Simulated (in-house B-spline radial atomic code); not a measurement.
**V²⁺: ionisation energy by several methods**

An exercise on one series of results from a longer session: the logs are not shown, and one member is left open.

Method: scalar-relativistic (X2C), several functionals, spin-polarised; spherical all-electron atom at the radial basis limit. Code: in-house B-spline radial atomic code version 1.

**The system**

```
element       : vanadium (Z = 23)
charge        : +2
electrons     : 21
configuration : [Ar] 3d3
nucleus       : Fermi, rms radius 3.600 fm
```

Outer shells as boxes (Hund's rule):

[Ar] 3d3
```
[Ar] core
3d [↑ ][↑ ][↑ ][  ][  ]
```

Where spins are not typed, each open shell is filled with up spins first.

The first run:

Settings of the run:

```ini
Z = 23
electrons = 21.0
configuration = [Ar] 3d3
hamiltonian = x2c
method = revtpss,revtpss
spin_polarised = True
nucleus = fermi
rms_radius = 3.6002
mass_number = 51
atomic_mass = 50.943957664
speed_of_light = 137.035999084
```

Steps of the session up to this table: revTPSS; BP86; AM05; exchange-only LDA; LDA (PW92); PW91; OLYP; RPBE.

One of the session's tables, all rows but one given; the rest of the session is left out.

| method | ΔSCF (eV) |
| --- | --- |
| exchange-only LDA | ? |
| LDA (PW92) | 30.086 |
| BP86 | 29.911 |
| AM05 | 29.843 |
| PW91 | 29.979 |
| OLYP | 29.966 |
| RPBE | 29.811 |
| revTPSS | 29.607 |

Estimate the missing values for exchange-only LDA.

As computed: ΔSCF (eV): 28.763. In the column «ΔSCF (eV)» it is the lowest.

To keep in mind: Mean absolute error by rung (exchange-only levels left out): LDA 0.77 eV, GGA 0.59 eV, meta-GGA 0.30 eV. Relativistic terms that these runs lack can be as large as the gaps between close methods, so the nearest may be so by luck.
